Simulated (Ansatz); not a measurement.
Crystal: MoPt.

```
Pt Mo
1.0
     4.47661    0.00000    0.00000
     0.00000    2.73373    0.00000
     0.00000    0.00000    4.95840
Pt Mo
2 2
Direct
  0.75000 0.50000 0.33727
  0.25000 0.50000 0.66273
  0.75000 0.00000 0.83825
  0.25000 0.00000 0.16175
```

The cell comes from a database or a generator and needn't be the stable form of this composition.

Base run:

| Quantity | Value |
| --- | --- |
| Program | Ansatz 0.2.0 |
| Functional | LDA |
| Potentials or basis | all-electron LAPW, scalar-relativistic |
| Cutoff | 259 eV (chosen from the basis error) |
| Basis error allowed | 0.002 eV/atom |
| k mesh | 6 × 10 × 6 |
| Occupations | fermi-dirac, width 0.05 eV |
| Spin | no spin polarisation |

Its results: pressure -10.7 GPa; largest force 0.177 eV/Å.

Task: The run is repeated on the same cell with these changes: functional from LDA to PBEsol. What comes out?

Result: Pressure -5.7 GPa; largest force 0.160 eV/Å.

PBEsol binds less tightly than LDA, so the same cell stands under more pressure.
